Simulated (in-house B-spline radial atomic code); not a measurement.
**Kr³⁵⁺: other nuclei and constants**

Thought experiments on Kr³⁵⁺: change the nuclear charge and the speed of light, one thing at a time, and follow the levels.

Program: in-house B-spline radial atomic code version 1. Level of theory: Dirac-Hartree-Fock, average of configuration, Fermi nucleus, basis-set limit. These are calculated values, not measurements, unless marked.

**1. What is computed**

```
element       : krypton (Z = 36)
charge        : +35
electrons     : 1
configuration : 1s1
Hamiltonian   : Dirac-Coulomb
nucleus       : Fermi, rms radius 4.188 fm
```

Input settings:

```ini
Z = 36
electrons = 1.0
configuration = 1s1
hamiltonian = dirac
method = hf
spin_polarised = False
nucleus = fermi
rms_radius = 4.1884
mass_number = 84
atomic_mass = 83.91149772708
speed_of_light = 137.035999084
```

This reference run was done before. Its total energy is -659.572623 hartree (electron-nucleus part -1343.1248, recoil term 0.004312023), and its levels are (the highest eight at most):

| orbital | occupation | energy (eV) | <r> (bohr) |
| --- | --- | --- | --- |
| 1s1/2 | 1 | -17947.9 | 0.04069 |

**2. Speed of light × 1.02**

Input settings:

```ini
Z = 36
electrons = 1.0
configuration = 1s1
hamiltonian = dirac
method = hf
spin_polarised = False
nucleus = fermi
rms_radius = 4.1884
mass_number = 84
atomic_mass = 83.91149772708
speed_of_light = 139.77671906568
```

**3. Speed of light × 0.98**

Changes to the settings of step 2:

```diff
@@ -10,2 +10,2 @@
 atomic_mass = 83.91149772708
-speed_of_light = 139.77671906568
+speed_of_light = 134.29527910232
```

**4. Speed of light × 1.5**

Changes to the settings of step 3:

```diff
@@ -10,2 +10,2 @@
 atomic_mass = 83.91149772708
-speed_of_light = 134.29527910232
+speed_of_light = 205.553998626
```

**5. Speed of light × 100**

Changes to the settings of step 4:

```diff
@@ -10,2 +10,2 @@
 atomic_mass = 83.91149772708
-speed_of_light = 205.553998626
+speed_of_light = 13703.5999084
```

**6. Nuclear charge +0.1**

Changes to the settings of step 5:

```diff
@@ -1,2 +1,2 @@
-Z = 36
+Z = 36.1
 electrons = 1.0
@@ -10,2 +10,2 @@
 atomic_mass = 83.91149772708
-speed_of_light = 13703.5999084
+speed_of_light = 137.035999084
```

**7. Nuclear charge +0.5**

Changes to the settings of step 6:

```diff
@@ -1,2 +1,2 @@
-Z = 36.1
+Z = 36.5
 electrons = 1.0
```

By how much, and in which direction, does each change move the total energy and the levels?

**Answer**, as computed:

All values are changes from the reference run; energy changes under 2e-05 eV count as noise.

| change | Δ total energy (eV) | Δ 1s1/2 level (eV) |
| --- | --- | --- |
| speed of light × 1.02 | +12.66 | +12.66 |
| speed of light × 0.98 | -13.48 | -13.48 |
| speed of light × 1.5 | +177.8 | +177.8 |
| speed of light × 100 | +315.1 | +315.1 |
| nuclear charge +0.1 | -101.7 | -101.7 |
| nuclear charge +0.5 | -511.4 | -511.4 |

The largest shift, -511.4 eV, belongs to the run "nuclear charge +0.5". With the speed of light a hundred times larger relativity all but vanishes, so that run measures the relativistic lowering of the energy: 315.1 eV. Adding 0.1 to the nuclear charge changes the energy by -3.7365 hartree; 0.1 times the Hellmann-Feynman slope (electron-nucleus energy over Z) gives -3.7309 hartree to first order.
